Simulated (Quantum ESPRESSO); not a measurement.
Runs of Quantum ESPRESSO 7.5 on RbRe3. The structure is tetragonal, space group P4/mmm (No. 123). Conventional cell: a = 3.582 Å, b = 3.582 Å, c = 9.366 Å, α = 90.00°, β = 90.00°, γ = 90.00°. Rb (site symmetry 4/mmm) is surrounded by 8 Re at 3.37 Å and 4 Rb at 3.58 Å. Re (site symmetry 4mm) has 4 Rb at 3.37 Å and 8 Re at 3.53 to 3.58 Å as nearest neighbours. Re (site symmetry 4/mmm) is surrounded by 12 Re at 3.53 to 3.58 Å. The cell was built by a generator and needn't be a form met in nature.

```csv
task,level,potentials or basis,cell,k mesh,cutoff (eV),smearing,ASE optimiser,mesh quality,gap on the mesh (eV),pressure (GPa),largest force (eV/Å)
single point,BLYP+D3(BJ),GBRV 1.5 PBEsol,as given,8 × 8 × 3,612,gaussian 0.136 eV,-,not flagged,none,-26.0,3.82
real-space fields,PBEsol+D3,PseudoDojo 0.4.1 SR LDA standard,as given,8 × 8 × 3,980,fermi-dirac 0.136 eV,-,not flagged,none,(b),(a)
relaxation of cell and atoms,PW86PBE+D2,JTH 2.0 PBE,relaxed,4 × 4 × 1,490,fermi-dirac 0.2 eV,BFGS,coarse,none,0.0,0.01
single point,PBE,SSSP 1.3 efficiency PBE,as given,8 × 8 × 3,816,fermi-dirac 0.05 eV,-,not flagged,none,-24.4,3.94
```

Alike in all rows: no spin polarisation.

Problem. Estimate the missing entries.

Solution. (a) 3.83; (b) -27.5.

Caveats: some runs use coarse meshes; the potentials were made for another functional, which shifts forces and pressure (some runs); so large a pressure means that the cell lies far from this level's equilibrium, or that cutoff or potentials fall short (some runs); pairwise dispersion overbinds metals, which lowers pressure and volume (some runs); D2 keeps the scale fitted for PBE (some runs); the cutoff is low for these files, which shifts pressure and relaxed volume (some runs); forces of over 1 eV/Å show positions far from the minimum, so gaps and moduli don't describe the material at rest (some runs).

A k mesh can miss the band edges, and the runs leave out spin-orbit coupling on Rb, Re.

A gap of «none» marks a metal or a gap under the smearing width.
